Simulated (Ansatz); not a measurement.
**CH₁₂O₁₃Si₄: how energies converge with the basis set**

One table from this session's results is given with a row withheld; the runs are named, their logs left out.

Program: Ansatz 0.2.0, Gaussian basis. Level of theory: one geometry, several basis sets. These are calculated values, not measurements.

The runs, in order: PBE0-D4/def2-SVP; ωB97M-V/def2-SVP; PBE0-D4/def2-QZVPP; ωB97M-V/def2-QZVPP; the functionals' def2-TZVPP values are taken from earlier runs.

### Structure used throughout

All runs share one geometry, relaxed beforehand with PBE0-D4 in a triple-zeta def2 set.

30 atoms, charge 0, spin multiplicity 1.

Atoms are counted from 1 here; the program's logs count them from 0.

Bond lengths: C1–O2 1.410 Å, C1–H19 1.091 Å, C1–H20 1.095 Å, C1–H21 1.095 Å, O2–Si3 1.612 Å, Si3–O4 1.635 Å, Si3–O9 1.613 Å, Si3–O14 1.622 Å, O4–Si5 1.627 Å, Si5–O6 1.619 Å, Si5–O7 1.641 Å, Si5–O8 1.628 Å, O6–H22 0.958 Å, O7–H23 0.959 Å, O8–H24 0.981 Å, O9–Si10 1.637 Å, Si10–O11 1.641 Å, Si10–O12 1.615 Å and more. Angles: O2–C1–H19 108.1°, O2–C1–H20 111.2°, O2–C1–H21 111.3°, H19–C1–H20 108.6°, H19–C1–H21 108.7°, H20–C1–H21 108.9°, C1–O2–Si3 124.2°, O2–Si3–O4 110.0°, O2–Si3–O9 107.6°, O2–Si3–O14 110.0°, O4–Si3–O9 110.2°, O4–Si3–O14 107.9°, O9–Si3–O14 111.1°, Si3–O4–Si5 138.2°, O4–Si5–O6 109.5°, O4–Si5–O7 110.5°, O4–Si5–O8 110.1°, O6–Si5–O7 108.3° and more.

The first run:

The input, in.yaml:

```yaml
crystal:
  periodic: [false, false, false]
  atoms:
    - {symbol: C, position_ang: [-1.910782, 2.773819, 1.670734]}
    - {symbol: O, position_ang: [-0.625681, 2.196378, 1.627903]}
    - {symbol: Si, position_ang: [-0.219236, 0.961122, 0.675146]}
    - {symbol: O, position_ang: [-1.072028, -0.370281, 1.090874]}
    - {symbol: Si, position_ang: [-0.954806, -1.984829, 0.928601]}
    - {symbol: O, position_ang: [-2.411896, -2.657054, 1.146313]}
    - {symbol: O, position_ang: [0.069274, -2.601607, 2.052529]}
    - {symbol: O, position_ang: [-0.342238, -2.356634, -0.533279]}
    - {symbol: O, position_ang: [1.359317, 0.694612, 0.870464]}
    - {symbol: Si, position_ang: [2.532646, -0.386789, 0.504083]}
    - {symbol: O, position_ang: [2.104201, -1.168535, -0.873212]}
    - {symbol: O, position_ang: [2.694630, -1.469866, 1.690844]}
    - {symbol: O, position_ang: [3.930245, 0.389435, 0.239477]}
    - {symbol: O, position_ang: [-0.565729, 1.314495, -0.870025]}
    - {symbol: Si, position_ang: [-0.479503, 0.759950, -2.398607]}
    - {symbol: O, position_ang: [1.107182, 0.543700, -2.790864]}
    - {symbol: O, position_ang: [-1.267265, -0.638140, -2.554594]}
    - {symbol: O, position_ang: [-1.052540, 1.873279, -3.428914]}
    - {symbol: H, position_ang: [-1.880068, 3.616819, 2.362009]}
    - {symbol: H, position_ang: [-2.656077, 2.055601, 2.027917]}
    - {symbol: H, position_ang: [-2.214621, 3.139778, 0.684802]}
    - {symbol: H, position_ang: [-3.180356, -2.193926, 0.811665]}
    - {symbol: H, position_ang: [-0.273317, -2.700839, 2.942967]}
    - {symbol: H, position_ang: [0.601712, -2.138654, -0.687507]}
    - {symbol: H, position_ang: [1.944381, -0.604596, -1.653897]}
    - {symbol: H, position_ang: [1.898768, -1.950530, 1.961213]}
    - {symbol: H, position_ang: [4.317111, 0.880723, 0.964846]}
    - {symbol: H, position_ang: [1.589482, 1.311520, -3.103521]}
    - {symbol: H, position_ang: [-1.053088, -1.356765, -1.935132]}
    - {symbol: H, position_ang: [-1.989708, 2.067815, -3.422816]}
basis:
  gaussian: {orbitals: def2-SVP}
hamiltonian: {xc: pbe0, dispersion: d4}
output: {orbitals: {seedname: orbitals}}
```

On the command line:

```console
ansatz run in.yaml --threads 11 --pin off --events-out ev --progress --plain --max-ram 120832MiB --backend cuda --devices 0, --max-vram 75GiB
```

Steps of the session up to this table: PBE0-D4 in def2-SVP; ωB97M-V in def2-SVP; PBE0-D4 in def2-QZVPP; ωB97M-V in def2-QZVPP.

One table of the session follows, with a row left open; its other results are not shown here.

It belongs to the step «Density functionals: the series». 

```
functional       basis  HOMO (eV)  LUMO (eV)
   PBE0-D4    def2-SVP      -8.50       0.51
   PBE0-D4  def2-TZVPP          ?          ?
   PBE0-D4  def2-QZVPP      -8.68      -0.41
   ωB97M-V    def2-SVP     -10.92       2.13
   ωB97M-V  def2-TZVPP     -11.07       1.38
   ωB97M-V  def2-QZVPP     -11.11       0.77
```

**Question.** Estimate the row for PBE0-D4, def2-TZVPP.

**Answer.** HOMO (eV): -8.64; LUMO (eV): -0.05. In the column «HOMO (eV)» it lies between PBE0-D4, def2-QZVPP (-8.68) and PBE0-D4, def2-SVP (-8.50).
